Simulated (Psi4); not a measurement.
# WO3 (tungsten trioxide): SVWN5/def2-SVPD (core potential)

What is the vertical singlet–triplet gap of WO3 (tungsten trioxide) at SVWN5/def2-SVPD (core potential)? 

The results are computed with Psi4 1.11.

## 1. The system as given

The species is WO3 (4 atoms), meant as a singlet with charge 0. As SMILES, `[O]=[W](=[O])=[O]`. The shape is that of a PBE0-D4/def2-TZVP optimisation.

Bond lengths: O1–W2 1.716 Å, W2–O3 1.716 Å, W2–O4 1.716 Å. Angles: O1–W2–O3 107.5°, O1–W2–O4 107.5°, O3–W2–O4 107.5°.

## 2. Energy and forces at SVWN5/def2-SVPD (core potential)

File run.py:

```python
import psi4

psi4.set_memory(1600000000)
psi4.set_num_threads(1)
psi4.set_output_file('o3w.out', False)

molecule = psi4.geometry("""
O     -0.237500     0.265200     1.555000
W     -0.366400    -0.283700    -0.065200
O      1.071700    -1.143300    -0.433900
O     -0.412200     1.101500    -1.076300
symmetry c1
""")

psi4.set_options({
    'basis': 'def2-SVPD',
    'puream': True,
    'e_convergence': 1e-09,
    'd_convergence': 1e-08,
    'scf_type': 'pk',
    'dft_radial_points': 99,
    'dft_spherical_points': 590,
})

result, w = psi4.gradient('scf', dft_functional={"name": "SVWN5", "x_functionals": {"LDA_X": {}}, "c_functionals": {"LDA_C_VWN": {}}}, molecule=molecule, return_wfn=True)
psi4.oeprop(w, 'MAYER_INDICES', 'WIBERG_LOWDIN_INDICES', 'LOWDIN_CHARGES')
print('gradient / Eh bohr^-1')
print(result.np.round(6))
print(f'energy = {w.energy():.10f} Eh')
```

Launch:

```console
$ python run.py
```

o3w.out, shortened:

```text
[...]
    !!!  WARNING: ECP capability is in beta. Please check occupations closely.  !!!
[...]
  Running in c1 symmetry.
[...]
  Nuclear repulsion =  140.368928856597250
[...]
  Multiplicity = 1
[...]
  Nalpha       = 19
  Nbeta        = 19
[...]
    Number of basis functions: 104
[...]
   @RKS iter   1:  -289.66827971388091    4.12621e-01   1.71148e-02 ADIIS/DIIS
[...]
   @RKS iter  14:  -291.01827362532009   -5.05906e-12   4.37627e-09 DIIS
[...]
    Orbital Energies [Eh]
    ---------------------
    Doubly Occupied:
       1A    -18.642532     2A    -18.642524     3A    -18.642517
       4A     -2.925664     5A     -1.630192     6A     -1.630183
       7A     -1.626578     8A     -0.845456     9A     -0.824883
      10A     -0.824875    11A     -0.399462    12A     -0.399457
      13A     -0.382166    14A     -0.382152    15A     -0.380172
      16A     -0.330080    17A     -0.293288    18A     -0.293288
      19A     -0.284202
[...]
  @RKS Final Energy:  -291.01827362532009
   => Energetics <=
    Nuclear Repulsion Energy =            140.3689288565972504
    One-Electron Energy =                -702.4610034772288145
    Two-Electron Energy =                 302.6004240032125949
    DFT Exchange-Correlation Energy =     -31.5266230079011045
    Empirical Dispersion Energy =           0.0000000000000000
    VV10 Nonlocal Energy =                  0.0000000000000000
    Total Energy =                       -291.0182736253200915
[...]
 Multipole Moments:
 ------------------------------------------------------------------------------------
     Multipole            Electronic (a.u.)      Nuclear  (a.u.)        Total (a.u.)
 ------------------------------------------------------------------------------------
 L = 1.  Multiply by 2.5417464519 to convert [e a0] to [Debye]
 Dipole X            :        -17.1462654           15.4639477           -1.6823177
 Dipole Y            :        -12.1113052           10.9229633           -1.1883419
 Dipole Z            :         -2.7096318            2.4438161           -0.2658157
 Magnitude           :                                                    2.0767781
[...]
  -Total Gradient:
     Atom            X                  Y                   Z
    ------   -----------------  -----------------  -----------------
       1       -0.006542611975    -0.007613962626    -0.011553191058
       2        0.027062859747     0.019058733103     0.004323973280
       3       -0.015167444043     0.001681377879     0.001508474231
       4       -0.005348146307    -0.013066474935     0.005748962508
[...]
```

Standard output:

```text
gradient / Eh bohr^-1
[[-0.006543 -0.007614 -0.011553]
 [ 0.027063  0.019059  0.004324]
 [-0.015167  0.001681  0.001508]
 [-0.005348 -0.013066  0.005749]]
energy = -291.0182736253 Eh
```

Wall time 11 s (1 thread of Intel Xeon 6975P-C (Granite Rapids), shared host); peak memory 0.59 GiB.

## 3. The triplet: a single-point energy at USVWN5/def2-SVPD (core potential)

File o3w.in:

```
memory 1600 MB

molecule m {
  0 3
  O
  W 1 r2
  O 2 r3 1 a3
  O 2 r4 1 a4 3 d4

  r2 = 1.715504
  r3 = 1.715513
  a3 = 107.4768
  r4 = 1.715576
  a4 = 107.47451
  d4 = -115.41534
  symmetry c1
  no_reorient
  no_com
}

set basis def2-SVPD
set reference uks
set puream true
set e_convergence 1e-09
set d_convergence 1e-08
set scf_type pk
set dft_radial_points 99
set dft_spherical_points 590
set maxiter 100

e_tot, wfn = energy('scf', dft_functional={"name": "SVWN5", "x_functionals": {"LDA_X": {}}, "c_functionals": {"LDA_C_VWN": {}}}, return_wfn=True)
oeprop(wfn, 'MAYER_INDICES', 'DIPOLE', 'LOWDIN_CHARGES', title='SCF')
print_variables()
```

Launch:

```console
$ psi4 -n 1 o3w.in o3w.out
```

o3w.out, shortened:

```text
[...]
    !!!  WARNING: ECP capability is in beta. Please check occupations closely.  !!!
[...]
  Running in c1 symmetry.
[...]
  Nuclear repulsion =  140.368912315718376
[...]
  Multiplicity = 3
[...]
  Nalpha       = 20
  Nbeta        = 18
[...]
    Number of basis functions: 104
[...]
   @UKS iter   1:  -290.01835070125355   -5.47719e-02   1.41536e-02 DIIS/ADIIS
[...]
   @UKS iter  21:  -290.93580117328298   -3.24007e-12   4.49905e-09 DIIS
[...]
   @S^2 Observed:                2.004087559E+00
[...]
    Orbital Energies [Eh]
    ---------------------
    Alpha Occupied:
       1A    -18.692158     2A    -18.692143     3A    -18.692137
       4A     -2.931783     5A     -1.644651     6A     -1.644645
       7A     -1.621980     8A     -0.892749     9A     -0.871579
      10A     -0.871570    11A     -0.444257    12A     -0.444254
      13A     -0.411488    14A     -0.409878    15A     -0.409874
      16A     -0.364561    17A     -0.350142    18A     -0.340662
      19A     -0.340660    20A     -0.213473
    Alpha Virtual:
      21A     -0.128633    22A     -0.128625    23A     -0.055435
      24A     -0.047420    25A     -0.047417    26A      0.009791
[...]
  @UKS Final Energy:  -290.93580117328298
   => Energetics <=
    Nuclear Repulsion Energy =            140.3689123157183758
    One-Electron Energy =                -701.3569946969972762
    Two-Electron Energy =                 301.5187527687231750
    DFT Exchange-Correlation Energy =     -31.4664715607272463
    Empirical Dispersion Energy =           0.0000000000000000
    VV10 Nonlocal Energy =                  0.0000000000000000
    Total Energy =                       -290.9358011732829823
[...]
 Multipole Moments:
 ------------------------------------------------------------------------------------
     Multipole            Electronic (a.u.)      Nuclear  (a.u.)        Total (a.u.)
 ------------------------------------------------------------------------------------
 L = 1.  Multiply by 2.5417464519 to convert [e a0] to [Debye]
 Dipole X            :         15.6385298          -15.0251265            0.6134033
 Dipole Y            :          9.8825625           -9.4948555            0.3877069
 Dipole Z            :          7.2493379           -6.9649381            0.2843998
 Magnitude           :                                                    0.7793995
[...]
```

Run time: 14 s. Hardware: 1 thread of Intel Xeon 6975P-C (Granite Rapids), shared host; peak memory 0.59 GiB.

## 4. What came out

Level: SVWN5/def2-SVPD (core potential).

```
                                        quantity          value
                           singlet: total energy  -291.01827 Eh
                          singlet: dipole moment         5.28 D
                            singlet: HOMO energy       -7.73 eV
                            singlet: LUMO energy       -5.83 eV
                          singlet: HOMO–LUMO gap        1.90 eV
               singlet: largest force on an atom     1.717 eV/Å
                           triplet: total energy  -290.93580 Eh
                          triplet: dipole moment         1.98 D
     triplet: HOMO energy (highest over α and β)       -5.81 eV
                                   triplet: ⟨S²⟩          2.004
vertical energy of the triplet above the singlet       2.244 eV
```

What this shows: At this shape the triplet lies 2.24 eV (217 kJ/mol) above the singlet. The largest force (singlet) is 1.72 eV/Å: the shape isn't a stationary point for this species at this level.
